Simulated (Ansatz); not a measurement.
**CH4GeS: a ladder of functionals and wavefunction methods**

One table from this session's results is given with a row withheld; the runs are named, their logs left out.

Method: functionals in def2-TZVPP, the program's frozen cores in correlated methods; program: Ansatz 0.2.0, Gaussian basis.

The runs, in order: LDA (SPW92), PBE-D4, revPBE-D4, BLYP-D4, r2SCAN-D4, B97M-V, PBE0-D4, B3LYP-D4, r2SCANh-D4, r2SCAN0-D4, HSE06-D4, BHLYP-D4, CAM-B3LYP-D4, LC-ωPBE, ωB97X-V, ωB97M-V, B2PLYP, PBE-QIDH; CCSD(T)/def2-SVP; CCSD(T)/def2-TZVPP; CCSD(T)/def2-QZVPP; extrapolation to the limit; RPA on PBE.

### The relaxed structure

All runs share one geometry, relaxed beforehand with PBE0-D4 in a triple-zeta def2 set.

7 atoms, charge 0, spin multiplicity 1.

Atoms are counted from 1 here; the program's logs count them from 0.

Bond lengths: C1–Ge2 1.996 Å, C1–H4 1.094 Å, C1–H5 1.094 Å, C1–H6 1.091 Å, Ge2–S3 2.229 Å, S3–H7 1.343 Å. Angles: Ge2–C1–H4 110.7°, Ge2–C1–H5 110.3°, Ge2–C1–H6 110.4°, H4–C1–H5 107.7°, H4–C1–H6 108.9°, H5–C1–H6 108.8°, C1–Ge2–S3 93.9°, Ge2–S3–H7 95.9°.

Set-up of the first run:

Contents of in.yaml:

```yaml
crystal:
  periodic: [false, false, false]
  atoms:
    - {symbol: C, position_ang: [-0.858531, 0.665966, -0.262165]}
    - {symbol: Ge, position_ang: [0.260275, -0.077457, 1.214371]}
    - {symbol: S, position_ang: [1.541898, -1.278927, -0.156988]}
    - {symbol: H, position_ang: [-1.328215, -0.138753, -0.834528]}
    - {symbol: H, position_ang: [-0.238556, 1.246154, -0.951786]}
    - {symbol: H, position_ang: [-1.637549, 1.314926, 0.140881]}
    - {symbol: H, position_ang: [2.321876, -1.799810, 0.804517]}
basis:
  gaussian: {orbitals: def2-TZVPP}
hamiltonian: {xc: lda}
output: {orbitals: {seedname: orbitals}}
```

The run is started by

```bash
$ ansatz run in.yaml --threads 2 --pin off --events-out ev --progress --plain --max-ram 22528MiB --backend cpu
```

Among the steps run: LDA; PBE-D4 (GGA); revPBE-D4 (GGA); BLYP-D4 (GGA); r2SCAN-D4 (meta-GGA); B97M-V (meta-GGA); B3LYP-D4 (hybrid); r2SCANh-D4 (hybrid); r2SCAN0-D4 (hybrid); HSE06-D4 (hybrid); BHLYP-D4 (hybrid); CAM-B3LYP-D4 (range-separated); LC-ωPBE (range-separated); ωB97X-V (range-separated); ωB97M-V (range-separated); B2PLYP (double hybrid); PBE-QIDH (double hybrid).

One of the session's tables, all rows but one given; the rest of the session is left out.

| functional | HOMO (eV) | LUMO (eV) | gap (eV) |
| --- | --- | --- | --- |
| LDA (SPW92) | -5.70 | -3.20 | 2.51 |
| PBE-D4 | -5.56 | -2.98 | 2.58 |
| revPBE-D4 | -5.51 | -2.90 | 2.61 |
| BLYP-D4 | -5.43 | -2.87 | 2.55 |
| r2SCAN-D4 | ? | ? | ? |
| B97M-V | -5.78 | -2.83 | 2.95 |
| PBE0-D4 | -6.59 | -2.22 | 4.37 |
| B3LYP-D4 | -6.41 | -2.43 | 3.98 |
| r2SCANh-D4 | -6.18 | -2.63 | 3.55 |
| r2SCAN0-D4 | -6.75 | -2.20 | 4.55 |
| HSE06-D4 | -6.20 | -2.59 | 3.60 |
| BHLYP-D4 | -7.50 | -1.37 | 6.13 |
| CAM-B3LYP-D4 | -7.84 | -1.20 | 6.64 |
| LC-ωPBE | -9.10 | -0.12 | 8.99 |
| ωB97X-V | -8.78 | -0.20 | 8.58 |
| ωB97M-V | -8.66 | -0.29 | 8.37 |

Q: Estimate the row for r2SCAN-D4 from the others.

Worked estimate for «HOMO (eV)». Against the share of exact exchange, r2SCANh-D4 (0.1, -6.18), r2SCAN0-D4 (0.25, -6.75) give a slope of -3.80 per unit share; at 0 the line stands at -5.80.

**Answer.** HOMO (eV): -5.80; LUMO (eV): -2.92; gap (eV): 2.88. In «HOMO (eV)» the line misses by 0.00.
